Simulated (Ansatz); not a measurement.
# GeH10Si3: the cost of one run

Method: the settings change from run to run; program: Ansatz 0.2.0, Gaussian basis.

### 1 The geometry

The geometry comes from an earlier relaxation with PBE0-D4 in a triple-zeta def2 set; it is a stationary point, not always the lowest conformer.

14 atoms, charge 0, spin multiplicity 1.

Atoms are counted from 1 here; the program's logs count them from 0.

Bond lengths: Si1–Ge2 2.379 Å, Si1–H5 1.487 Å, Si1–H6 1.487 Å, Si1–H7 1.487 Å, Ge2–Si3 2.379 Å, Ge2–Si4 2.379 Å, Ge2–H8 1.543 Å, Si3–H9 1.487 Å, Si3–H10 1.487 Å, Si3–H11 1.487 Å, Si4–H12 1.487 Å, Si4–H13 1.487 Å, Si4–H14 1.487 Å. Angles: Ge2–Si1–H5 110.7°, Ge2–Si1–H6 110.6°, Ge2–Si1–H7 109.2°, H5–Si1–H6 108.9°, H5–Si1–H7 108.7°, H6–Si1–H7 108.7°, Si1–Ge2–Si3 110.0°, Si1–Ge2–Si4 109.9°, Si1–Ge2–H8 109.0°, Si3–Ge2–Si4 110.0°, Si3–Ge2–H8 109.0°, Si4–Ge2–H8 109.0°, Ge2–Si3–H9 109.2°, Ge2–Si3–H10 110.6°, Ge2–Si3–H11 110.7°, H9–Si3–H10 108.7°, H9–Si3–H11 108.7°, H10–Si3–H11 108.9° and more.

Geometry (Å):

```mol
GeH10Si3
  3D, bonds by distance, orders not assigned

 14 13  0  0  0  0  0  0  0  0999 V2000
   -1.5306    1.5293   -0.6184 Si  0  0
   -0.3717   -0.2121    0.5139 Ge  0  0
    1.7038    0.6004    1.3445 Si  0  0
    0.0038   -2.0342   -0.9682 Si  0  0
   -2.8330    1.0388   -1.1424 H   0  0
   -1.7807    2.6739    0.2974 H   0  0
   -0.7043    2.0032   -1.7606 H   0  0
   -1.2308   -0.6984    1.6997 H   0  0
    2.5352    1.0708    0.2046 H   0  0
    1.4861    1.7375    2.2778 H   0  0
    2.4399   -0.4755    2.0601 H   0  0
    0.7339   -3.1299   -0.2770 H   0  0
    0.8217   -1.5676   -2.1194 H   0  0
   -1.2862   -2.5654   -1.4831 H   0  0
  1  2  8  0
  2  3  8  0
  2  4  8  0
  1  5  8  0
  1  6  8  0
  1  7  8  0
  2  8  8  0
  3  9  8  0
  3 10  8  0
  3 11  8  0
  4 12  8  0
  4 13  8  0
  4 14  8  0
M  END
```

### 2 revPBE0/pcseg-2

This run has density fitting with def2-universal-jkfit, a grid of angular degree 47.

File in.yaml:

```yaml
crystal:
  periodic: [false, false, false]
  atoms:
    - {symbol: Si, position_ang: [-1.530635, 1.529293, -0.618434]}
    - {symbol: Ge, position_ang: [-0.371656, -0.212089, 0.513890]}
    - {symbol: Si, position_ang: [1.703817, 0.600410, 1.344520]}
    - {symbol: Si, position_ang: [0.003777, -2.034211, -0.968218]}
    - {symbol: H, position_ang: [-2.833025, 1.038757, -1.142381]}
    - {symbol: H, position_ang: [-1.780654, 2.673909, 0.297385]}
    - {symbol: H, position_ang: [-0.704317, 2.003195, -1.760597]}
    - {symbol: H, position_ang: [-1.230811, -0.698355, 1.699682]}
    - {symbol: H, position_ang: [2.535166, 1.070843, 0.204575]}
    - {symbol: H, position_ang: [1.486112, 1.737478, 2.277810]}
    - {symbol: H, position_ang: [2.439855, -0.475470, 2.060107]}
    - {symbol: H, position_ang: [0.733869, -3.129915, -0.276981]}
    - {symbol: H, position_ang: [0.821726, -1.567564, -2.119370]}
    - {symbol: H, position_ang: [-1.286223, -2.565382, -1.483089]}
basis:
  gaussian: {orbitals: pcseg-2, fitting: {mean_field: def2-universal-jkfit}, final_grid: {core_spheres: 20, valence_spheres: 16, degree: 47}}
hamiltonian: {xc: {name: revPBE0}}
```

The run is started by

```
> ansatz run in.yaml --threads 4 --pin off --events-out ev --progress --plain --max-ram 11315MiB
```

What time and memory should one allow on 4 threads of Arm Neoverse V1, shared host?

About 6.5 s, with a peak of 0.6 GiB.
